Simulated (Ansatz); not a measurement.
# CH4SZn: the cost of one run

Computed with Ansatz 0.2.0, Gaussian basis. Level: PBE0-D4/def2-TZVP structures, single points in def2-TZVPP, no counterpoise correction.

Levels: SPW92, PBE-D4, BLYP-D4, r2SCAN-D4, B97M-V, PBE0-D4, B3LYP-D4, r2SCAN0-D4, BHLYP-D4, CAM-B3LYP-D4, wB97X-V, wB97M-V, B2PLYP, PBE-QIDH, RPA on PBE, Hartree-Fock, MP2, CCSD, CCSD(T).

Cores are frozen in the correlated methods. The 3s and 3p shells of Cu and Zn are frozen; filled d shells are correlated. B3LYP uses VWN-RPA correlation. B2PLYP carries no dispersion term here.

94 further runs of the same task are left out: 94 set aside as unsound or not needed. Runs told in other sessions of the task aren't counted.

### 1 Where the work starts

The complex: 12 atoms, charge 0, spin multiplicity 1.

Atoms are counted from 1 here; the program's logs count them from 0.

Bond lengths: Zn1–C3 1.935 Å, Zn1–S5 2.179 Å, C2–H4 1.090 Å, C2–H6 1.091 Å, C2–H7 1.090 Å, C2–H8 1.090 Å, C3–H9 1.092 Å, C3–H10 1.092 Å, C3–H11 1.092 Å, S5–H12 1.344 Å. Angles: C3–Zn1–S5 178.2°, H4–C2–H6 109.9°, H4–C2–H7 109.2°, H4–C2–H8 109.8°, H6–C2–H7 109.1°, H6–C2–H8 109.6°, H7–C2–H8 109.3°, Zn1–C3–H9 110.7°, Zn1–C3–H10 110.8°, Zn1–C3–H11 110.2°, H9–C3–H10 108.4°, H9–C3–H11 108.3°, H10–C3–H11 108.3°, Zn1–S5–H12 92.8°.

Coordinates:

```mol
C2H8SZn
  3D, bonds by distance, orders not assigned

 12 10  0  0  0  0  0  0  0  0999 V2000
   -1.0203   -0.4717   -1.1295 Zn  0  0
    0.9529    1.3077    1.1326 C   0  0
   -0.4552   -2.1119   -0.2735 C   0  0
    0.0548    1.8528    0.8414 H   0  0
   -1.7055    1.3412   -2.1249 S   0  0
    1.5818    1.1348    0.2585 H   0  0
    1.5097    1.8964    1.8611 H   0  0
    0.6761    0.3522    1.5781 H   0  0
   -0.9736   -2.2486    0.6779 H   0  0
   -0.6661   -2.9744   -0.9089 H   0  0
    0.6192   -2.0843   -0.0783 H   0  0
   -0.5737    2.0060   -1.8345 H   0  0
  1  3  8  0
  1  5  8  0
  2  4  8  0
  2  6  8  0
  2  7  8  0
  2  8  8  0
  3  9  8  0
  3 10  8  0
  3 11  8  0
  5 12  8  0
M  END
```

Its parts: CH4SZn holds atoms 1, 3, 5, 9, 10, 11, 12; CH4 holds atoms 2, 4, 6, 7, 8. Each part counts its atoms afresh in its own runs.

### 2 Relaxing CH4SZn alone

File relax-a/in.yaml:

```yaml
crystal:
  periodic: [false, false, false]
  atoms:
    - {symbol: Zn, position_ang: [-1.020325, -0.471695, -1.129480]}
    - {symbol: C, position_ang: [-0.455180, -2.111927, -0.273484]}
    - {symbol: S, position_ang: [-1.705471, 1.341155, -2.124917]}
    - {symbol: H, position_ang: [-0.973611, -2.248633, 0.677853]}
    - {symbol: H, position_ang: [-0.666085, -2.974444, -0.908867]}
    - {symbol: H, position_ang: [0.619179, -2.084271, -0.078329]}
    - {symbol: H, position_ang: [-0.573685, 2.005960, -1.834497]}
basis:
  gaussian: {orbitals: def2-TZVP}
hamiltonian: {xc: pbe0, dispersion: d4}
relax: {f_tol: 0.005, max_steps: 200}
```

Launch:

```console
$ ansatz run in.yaml --threads 8 --pin off --events-out ev --progress --plain --max-ram 19148MiB
```

**Question.** How long does this run take on 8 threads of Arm Neoverse V2, shared host?

About 3.8 s.
